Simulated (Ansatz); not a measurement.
A run of Ansatz 0.2.0 is set up as follows.

The input input.yaml:

```yaml
crystal:
  lattice:
    - [1.4527740273, 0.8387594757, 11.6660546018]
    - [-1.4527740273, 0.8387594757, 11.6660546018]
    - [0.0, -1.6775189515, 11.6660546018]
  atoms:
    - { symbol: Au, position: [0.606668, 0.606668, 0.606668] }
    - { symbol: Au, position: [0.202283, 0.202283, 0.202283] }
    - { symbol: Au, position: [0.797717, 0.797717, 0.797717] }
    - { symbol: Au, position: [0.393332, 0.393332, 0.393332] }
    - { symbol: Co, position: [0.0, 0.0, 0.0], spin: 4.0 }
hamiltonian:
  xc: pbesol
  pseudopotentials: { kind: paw }
magnetization:
  spin_polarized: true
  initial_magnetization: 4.0
  spin_locking: { lock_magnetization: hard }
kpoints:
  mp_grid: { grid: [9, 9, 9] }
scf:
  occupations: { method: fermi_dirac, width: 0.05 }
  lower_state_search: "off"
output:
  forces: true
  stress: true
  eigenvalues: true
```

Potentials or basis: Ansatz PAW.

Command:

```console
$ ansatz run input.yaml --threads 2 --pin off --max-ram 5632MiB --backend cpu --events-out ev --progress --plain --runs-dir out
```

Question: Predict the largest force.

Answer: 0.033 eV/Å.

Question: Predict the pressure.

Answer: -7.5 GPa.

Forces in eV/Å, atoms in the order of the input:
```
Au   0.000  0.000  0.019
Au   0.000  0.000 -0.033
Au   0.000  0.000  0.033
Au   0.000  0.000 -0.019
Co   0.000  0.000  0.000
```

Caveat: the total moment is fixed, so each spin has its own Fermi level; the PAW data sets come from PBE, with cores solved anew for the run's functional, which leaves a small shift of forces and pressure; the thresholds are loose for stress. Spin-orbit coupling is left out, which matters for the levels of Au.
